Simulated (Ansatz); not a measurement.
# C₃H₅F₃O: a ladder of functionals and wavefunction methods

One table from this session's results is given with a row withheld; the runs are named, their logs left out.

Program: Ansatz 0.2.0, Gaussian basis. Level of theory: functionals in def2-TZVPP, the program's frozen cores in correlated methods. These are calculated values, not measurements.

The runs, in order: LDA (SPW92), PBE-D4, revPBE-D4, BLYP-D4, r2SCAN-D4, B97M-V, PBE0-D4, B3LYP-D4, r2SCANh-D4, r2SCAN0-D4, HSE06-D4, BHLYP-D4, CAM-B3LYP-D4, LC-ωPBE, ωB97X-V, ωB97M-V, B2PLYP, PBE-QIDH; CCSD(T)/def2-SVP; CCSD(T)/def2-TZVPP; MP2/def2-QZVPP; extrapolation to the limit; RPA on PBE.

## The relaxed structure

An earlier PBE0-D4 in a triple-zeta def2 set relaxation fixed the geometry.

SMILES `FCCOC(F)F`, 12 atoms, charge 0, spin multiplicity 1.

Atoms are counted from 1 here; the program's logs count them from 0.

Bond lengths: F1–C2 1.382 Å, C2–C3 1.504 Å, C2–H8 1.093 Å, C2–H9 1.095 Å, C3–O4 1.416 Å, C3–H10 1.091 Å, C3–H11 1.097 Å, O4–C5 1.356 Å, C5–F6 1.352 Å, C5–F7 1.343 Å, C5–H12 1.095 Å. Angles: F1–C2–C3 110.4°, F1–C2–H8 108.2°, F1–C2–H9 107.9°, C3–C2–H8 111.0°, C3–C2–H9 109.6°, H8–C2–H9 109.7°, C2–C3–O4 114.4°, C2–C3–H10 109.0°, C2–C3–H11 109.5°, O4–C3–H10 105.2°, O4–C3–H11 110.4°, H10–C3–H11 108.2°, C3–O4–C5 116.9°, O4–C5–F6 110.6°, O4–C5–F7 107.8°, O4–C5–H12 113.6°, F6–C5–F7 106.6°, F6–C5–H12 108.4° and more.

As a file:

```mol
C3H5F3O
  3D, bonds by distance, orders not assigned

 12 11  0  0  0  0  0  0  0  0999 V2000
   -1.4854    0.4835    1.0412 F   0  0
   -0.2045    0.1740    1.4586 C   0  0
    0.4693   -0.7254    0.4586 C   0  0
    0.9157   -0.0678   -0.7129 O   0  0
   -0.0364    0.3460   -1.5845 C   0  0
   -0.3001    1.6609   -1.4127 F   0  0
    0.4587    0.2131   -2.8259 F   0  0
    0.3496    1.1082    1.5802 H   0  0
   -0.2795   -0.3395    2.4223 H   0  0
    1.3693   -1.1469    0.9100 H   0  0
   -0.2027   -1.5529    0.1994 H   0  0
   -0.9773   -0.2084   -1.5007 H   0  0
  1  2  8  0
  2  3  8  0
  3  4  8  0
  4  5  8  0
  5  6  8  0
  5  7  8  0
  2  8  8  0
  2  9  8  0
  3 10  8  0
  3 11  8  0
  5 12  8  0
M  END
```

The first run:

in.yaml

```yaml
crystal:
  periodic: [false, false, false]
  atoms:
    - {symbol: F, position_ang: [-1.485382, 0.483526, 1.041195]}
    - {symbol: C, position_ang: [-0.204464, 0.174008, 1.458602]}
    - {symbol: C, position_ang: [0.469327, -0.725438, 0.458586]}
    - {symbol: O, position_ang: [0.915746, -0.067826, -0.712852]}
    - {symbol: C, position_ang: [-0.036395, 0.345995, -1.584452]}
    - {symbol: F, position_ang: [-0.300086, 1.660939, -1.412655]}
    - {symbol: F, position_ang: [0.458696, 0.213138, -2.825879]}
    - {symbol: H, position_ang: [0.349618, 1.108235, 1.580173]}
    - {symbol: H, position_ang: [-0.279486, -0.339492, 2.422300]}
    - {symbol: H, position_ang: [1.369269, -1.146940, 0.910038]}
    - {symbol: H, position_ang: [-0.202665, -1.552852, 0.199407]}
    - {symbol: H, position_ang: [-0.977278, -0.208392, -1.500663]}
basis:
  gaussian: {orbitals: def2-TZVPP}
hamiltonian: {xc: lda}
output: {orbitals: {seedname: orbitals}}
```

Started as:

```sh
$ ansatz run in.yaml --threads 4 --pin off --events-out ev --progress --plain --max-ram 11315MiB
```

Among the steps run: LDA; PBE-D4 (GGA); revPBE-D4 (GGA); BLYP-D4 (GGA); r2SCAN-D4 (meta-GGA); B97M-V (meta-GGA); PBE0-D4 (hybrid); B3LYP-D4 (hybrid); r2SCANh-D4 (hybrid); r2SCAN0-D4 (hybrid); HSE06-D4 (hybrid); BHLYP-D4 (hybrid); CAM-B3LYP-D4 (range-separated); LC-ωPBE (range-separated); ωB97X-V (range-separated); ωB97M-V (range-separated); B2PLYP (double hybrid); PBE-QIDH (double hybrid).

One of the session's tables, all rows but one given; the rest of the session is left out.

It belongs to the step «Frontier levels by functional». 

| functional | HOMO (eV) | LUMO (eV) | gap (eV) |
| --- | --- | --- | --- |
| LDA (SPW92) | -7.48 | 0.28 | 7.75 |
| PBE-D4 | -7.28 | 0.44 | 7.72 |
| revPBE-D4 | -7.20 | 0.51 | 7.71 |
| BLYP-D4 | ? | ? | ? |
| r2SCAN-D4 | -7.65 | 1.22 | 8.87 |
| B97M-V | -7.83 | 0.61 | 8.44 |
| PBE0-D4 | -8.99 | 1.25 | 10.24 |
| B3LYP-D4 | -8.75 | 0.88 | 9.63 |
| r2SCANh-D4 | -8.29 | 1.48 | 9.77 |
| r2SCAN0-D4 | -9.25 | 1.82 | 11.07 |
| HSE06-D4 | -8.58 | 0.88 | 9.46 |
| BHLYP-D4 | -10.67 | 1.81 | 12.48 |
| CAM-B3LYP-D4 | -10.50 | 1.98 | 12.49 |
| LC-ωPBE | -11.79 | 3.32 | 15.12 |
| ωB97X-V | -11.47 | 3.14 | 14.62 |
| ωB97M-V | -11.41 | 2.69 | 14.11 |

Q: Estimate the row for BLYP-D4 from the others.

Worked estimate for «HOMO (eV)». Against the share of exact exchange, B3LYP-D4 (0.2, -8.75), BHLYP-D4 (0.5, -10.67) give a slope of -6.40 per unit share; at 0 the line stands at -7.47.

As computed: HOMO (eV): -7.21; LUMO (eV): 0.39; gap (eV): 7.61. In «HOMO (eV)» the line misses by -0.26.
